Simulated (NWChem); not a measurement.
**One shape, several levels: SiBrCl3 (bromotrichlorosilane)**

Wanted: a comparison of 5 runs (PBE0/cc-pVDZ, B3LYP/cc-pVDZ, BHLYP/cc-pVDZ, M06-2X/cc-pVDZ, M06-L/cc-pVDZ) of SiBrCl3 (bromotrichlorosilane). 

The calculation is run with NWChem 7.3.0.

### Step 1. The system as given

SiBrCl3: 5 atoms, total charge 0, spin state singlet. As SMILES, `Cl[Si](Cl)(Cl)Br`. The coordinates come from a PBE0-D4/def2-TZVP relaxation.

Bond lengths: Cl1–Si2 2.023 Å, Si2–Cl3 2.023 Å, Si2–Cl4 2.023 Å, Si2–Br5 2.188 Å. Angles: Cl1–Si2–Cl3 109.3°, Cl1–Si2–Cl4 109.3°, Cl1–Si2–Br5 109.7°, Cl3–Si2–Cl4 109.3°, Cl3–Si2–Br5 109.7°, Cl4–Si2–Br5 109.7°.

### Step 2. Energy and forces at PBE0/cc-pVDZ (run 1)

run.xyz reads:

```xyz
5
BrCl3Si gradient
Cl    -0.852900    -0.217700     1.821600
Si     0.003400    -0.042600    -0.003200
Cl     1.690500    -1.158200    -0.059200
Cl    -1.285700    -0.709700    -1.412800
Br     0.494400     2.054400    -0.387900
```

run.nw reads:

```
start run
title "BrCl3Si gradient"
memory stack 880 mb heap 220 mb global 1100 mb

geometry units angstroms noautosym nocenter noautoz
   load run.xyz
end

basis spherical bse
   Cl library cc-pVDZ
   Si library cc-pVDZ
   Br library cc-pVDZ
end

dft
   xc pbe0
   mult 1
   grid fine
   convergence energy 1e-08
   maxiter 100
   mulliken
   print low
end

task dft gradient
```

Started as:

```console
$ nwchem run.nw > run.out
```

The program printed:

```text
[...]
 d= 0,ls=0.0,diis     1  -4243.4605097222 -4.96D+03  1.27D-02  7.83D-01    36.2
[...]
 d= 0,ls=0.0,diis     8  -4243.5605968286 -1.46D-09  1.62D-06  3.60D-08   201.3
         Total DFT energy =    -4243.560596828639
      One electron energy =    -7322.440319942630
           Coulomb energy =     2556.601719059462
    Exchange-Corr. energy =     -196.290574325141
 Nuclear repulsion energy =      718.568578379670
[...]
      Total Density - Mulliken Population Analysis
     ---------------------------------------------
    Atom       Charge   Shell Charges
 -----------   ------   -------------------------------------------------------
    1 Cl  17    17.14   2.00  2.03  0.96  0.94  6.00  3.09  2.10  0.02
    2 Si  14    13.46   2.00  2.02  0.86  0.05  6.01  1.41  0.44  0.67
    3 Cl  17    17.14   2.00  2.03  0.96  0.94  6.00  3.09  2.10  0.02
    4 Cl  17    17.14   2.00  2.03  0.96  0.94  6.00  3.09  2.10  0.02
    5 Br  35    35.12   2.00  2.00  2.03  1.07  0.85  6.00  6.01  2.71  2.44  9.95  0.08
[...]
                         DFT ENERGY GRADIENTS
    atom               coordinates                        gradient
                 x          y          z           x          y          z
   1 Cl     -1.611747  -0.411393   3.442325    0.005137   0.001144  -0.010915
   2 Si      0.006425  -0.080502  -0.006047   -0.001320  -0.005549   0.001017
   3 Cl      3.194582  -2.188681  -0.111872   -0.010035   0.006751   0.000317
   4 Cl     -2.429621  -1.341139  -2.669805    0.007722   0.004084   0.008402
   5 Br      0.934281   3.882253  -0.733025   -0.001505  -0.006430   0.001179
 Task  times  cpu:      305.9s     wall:      305.9s
 Total times  cpu:      305.9s     wall:      305.9s
```

It took 5.1 min on 1 thread of Intel Xeon Platinum 8259CL at 2.50GHz (Skylake/Cascade Lake), shared host; peak memory 0.13 GiB.

### Step 3. Energy and forces at B3LYP/cc-pVDZ (run 2)

calc.nw reads:

```
start calc
memory 2200 mb

geometry units angstrom noautosym nocenter noautoz
  Cl      -0.852900      -0.217700       1.821600
  Si       0.003400      -0.042600      -0.003200
  Cl       1.690500      -1.158200      -0.059200
  Cl      -1.285700      -0.709700      -1.412800
  Br       0.494400       2.054400      -0.387900
end

basis spherical bse
  * library cc-pVDZ
end

dft
  xc b3lyp
  grid fine
  convergence energy 1e-08
  maxiter 100
  mulliken
  noprint "final vectors analysis"
end

task dft gradient
```

Started as:

```console
$ nwchem calc.nw > calc.out
```

The program printed:

```text
[...]
          Wavefunction type:  closed shell.
          No. of atoms     :     5
          No. of electrons :   100
[...]
          Charge           :     0
          Spin multiplicity:     1
[...]
          AO basis - number of functions:    99
[...]
              XC Information
              --------------
                         B3LYP Method XC Potential
                     Hartree-Fock (Exact) Exchange  0.200
                        Slater Exchange Functional  0.800 local
                    Becke 1988 Exchange Functional  0.720 non-local
              Lee-Yang-Parr Correlation Functional  0.810
                  VWN I RPA Correlation Functional  0.190 local
[...]
 d= 0,ls=0.0,diis     1  -4244.4036759427 -4.96D+03  1.32D-02  8.61D-01    36.7
[...]
 d= 0,ls=0.0,diis     8  -4244.5047451837  1.08D-09  2.98D-06  1.24D-07   203.6
         Total DFT energy =    -4244.504745183714
      One electron energy =    -7322.534176878213
           Coulomb energy =     2556.695334135936
    Exchange-Corr. energy =     -197.234480821107
 Nuclear repulsion energy =      718.568578379669
[...]
      Total Density - Mulliken Population Analysis
     ---------------------------------------------
    Atom       Charge   Shell Charges
 -----------   ------   -------------------------------------------------------
    1 Cl  17    17.13   2.00  2.03  0.97  0.92  6.00  3.10  2.09  0.02
    2 Si  14    13.48   2.00  2.02  0.87  0.05  6.01  1.41  0.46  0.65
    3 Cl  17    17.13   2.00  2.03  0.97  0.92  6.00  3.10  2.09  0.02
    4 Cl  17    17.13   2.00  2.03  0.97  0.92  6.00  3.10  2.09  0.02
    5 Br  35    35.12   2.00  2.00  2.03  1.09  0.82  6.00  6.01  2.71  2.43  9.94  0.08
[...]
  wavefunction    = closed shell
                         DFT ENERGY GRADIENTS
    atom               coordinates                        gradient
                 x          y          z           x          y          z
   1 Cl     -1.611747  -0.411393   3.442325    0.007915   0.001777  -0.016812
   2 Si      0.006425  -0.080502  -0.006047   -0.001289  -0.005417   0.000993
   3 Cl      3.194582  -2.188681  -0.111872   -0.015457   0.010417   0.000485
   4 Cl     -2.429621  -1.341139  -2.669805    0.011894   0.006304   0.012934
   5 Br      0.934281   3.882253  -0.733025   -0.003062  -0.013082   0.002400
[...]
```

Run time: 5.1 min. Hardware: 1 thread of Intel Xeon Platinum 8259CL at 2.50GHz (Skylake/Cascade Lake), shared host; peak memory 0.13 GiB.

Runs 3 to 4 aren't shown in full; the table further down has their settings and results.

### Step 4. Energy and forces at M06-L/cc-pVDZ (run 5)

run.py reads:

```python
from ase import Atoms
from ase.calculators.nwchem import NWChem

mol = Atoms(['Cl', 'Si', 'Cl', 'Cl', 'Br'], positions=[
    [-0.852900, -0.217700, 1.821600],
    [0.003400, -0.042600, -0.003200],
    [1.690500, -1.158200, -0.059200],
    [-1.285700, -0.709700, -1.412800],
    [0.494400, 2.054400, -0.387900],
])

calc = NWChem(
    label='nw',
    theory='dft',
    memory='2200 mb',
    basis='cc-pVDZ',
    basispar='spherical bse',
    dft={'xc': 'm06-l', 'mult': '1', 'grid': 'fine', 'convergence': 'energy 1e-08', 'iterations': '100', 'mulliken': None},
)
mol.calc = calc

forces = mol.get_forces()
e = mol.get_potential_energy()
print(f"E = {e:.6f} eV")
print("forces (eV/A):")
for s, f in zip(mol.symbols, forces):
    print(f"{s:2s} {f[0]:10.5f} {f[1]:10.5f} {f[2]:10.5f}")
print("dipole (e A):", mol.get_dipole_moment().round(4))
```

Started as:

```console
$ export ASE_NWCHEM_COMMAND="nwchem PREFIX.nwi > PREFIX.nwo"
$ python run.py
```

The program printed:

```text
E = -115493.845160 eV
forces (eV/A):
Cl   -0.23937   -0.06628    0.50558
Si    0.07456    0.31599   -0.05739
Cl    0.45987   -0.32396   -0.01270
Cl   -0.35918   -0.20101   -0.38531
Br    0.06412    0.27526   -0.05019
dipole (e A): [ 0.0148  0.0637 -0.0117]
```

The calculator wrote nw.nwi:

```
title "nw"

permanent_dir nw

scratch_dir nw

start nw

geometry units angstrom nocenter noautosym noautoz
  Cl -8.5289999999999999e-01 -2.1770000000000000e-01 1.8216000000000001e+00
  Si 3.3999999999999998e-03 -4.2599999999999999e-02 -3.2000000000000002e-03
  Cl 1.6904999999999999e+00 -1.1581999999999999e+00 -5.9200000000000003e-02
  Cl -1.2857000000000001e+00 -7.0970000000000000e-01 -1.4128000000000001e+00
  Br 4.9440000000000001e-01 2.0543999999999998e+00 -3.8790000000000002e-01
end

memory 2200 mb

basis spherical bse noprint
   * library cc-pVDZ
end

dft
  xc m06-l
  mult 1
  grid fine
  convergence energy 1e-08
  iterations 100
  mulliken
end

task dft gradient
```

nw.nwo:

```text
Northwest Computational Chemistry Package (NWChem) 7.3.0
             --------------------------------------------------------

           Job information
           ---------------

    nwchem branch   = 7.3.0
    use scalapack   = T
    input           = nw.nwi
    prefix          = nw.
    data base       = nw/nw.db
    status          = startup
    nproc           =        1

           Memory information
           ------------------

    heap     =     72089596 doubles =      550.0 Mbytes
    stack    =     72089601 doubles =      550.0 Mbytes
    global   =    144179200 doubles =     1100.0 Mbytes (distinct from heap & stack)
    total    =    288358397 doubles =     2200.0 Mbytes
    verify   = yes
    hardfail = no

[... 98 lines left out ...]
  convergence criterion.
[... 37 lines left out ...]
          Spatial weights used:  Erf1
[... 74 lines left out ...]
         Total DFT energy =    -4244.320559659309
[... 3 lines left out ...]
 Nuclear repulsion energy =      718.568578379669
[... 761 lines left out ...]
          Convergence on gradient requested:  5.00D-04
[... 24 lines left out ...]
          total energy or number of iterations.
[... 28 lines left out ...]
    atom               coordinates                        gradient
                 x          y          z           x          y          z
   1 Cl     -1.611747  -0.411393   3.442325    0.004655   0.001289  -0.009832
   2 Si      0.006425  -0.080502  -0.006047   -0.001450  -0.006145   0.001116
   3 Cl      3.194582  -2.188681  -0.111872   -0.008943   0.006300   0.000247
   4 Cl     -2.429621  -1.341139  -2.669805    0.006985   0.003909   0.007493
   5 Br      0.934281   3.882253  -0.733025   -0.001247  -0.005353   0.000976

                 ----------------------------------------
                 |  Time  |  1-e(secs)   |  2-e(secs)   |
                 ----------------------------------------
                 |  CPU   |       0.02   |      97.51   |
                 ----------------------------------------
                 |  WALL  |       0.02   |      97.51   |
                 ----------------------------------------

 Task  times  cpu:      354.9s     wall:      354.9s
 Total times  cpu:      354.9s     wall:      354.9s
```

It took 5.9 min on 1 thread of Intel Xeon Platinum 8259CL at 2.50GHz (Skylake/Cascade Lake), shared host; peak memory 0.13 GiB.

### Step 5. All runs side by side

```
run           level   energy (Eh)  largest force (eV/Å)  wall time
  1    PBE0/cc-pVDZ  -4243.560597                 0.623    5.1 min
  2   B3LYP/cc-pVDZ  -4244.504745                 0.960    5.1 min
  3   BHLYP/cc-pVDZ  -4244.421035                 0.566    5.1 min
  4  M06-2X/cc-pVDZ  -4244.401881                 0.574    5.3 min
  5   M06-L/cc-pVDZ  -4244.320560                 0.564    5.9 min
```

### Step 6. What came out

```
                       quantity           value
            run 5: total energy  -4244.32056 Eh
           run 5: dipole moment          0.32 D
             run 5: HOMO energy        -8.06 eV
             run 5: LUMO energy        -1.55 eV
           run 5: HOMO–LUMO gap         6.50 eV
run 5: largest force on an atom      0.564 eV/Å
```

Over runs 2, 3, 4, 5 the dipole moment (its size) runs from 0.11 D (M06-2X/cc-pVDZ) to 0.32 D (M06-L/cc-pVDZ). Over runs 3, 4, 5 the HOMO–LUMO gap runs from 6.50 eV (M06-L/cc-pVDZ) to 10.40 eV (BHLYP/cc-pVDZ). Totals of different functionals can't be ranked against each other. All runs together took 27 min, the longest 5.9 min.
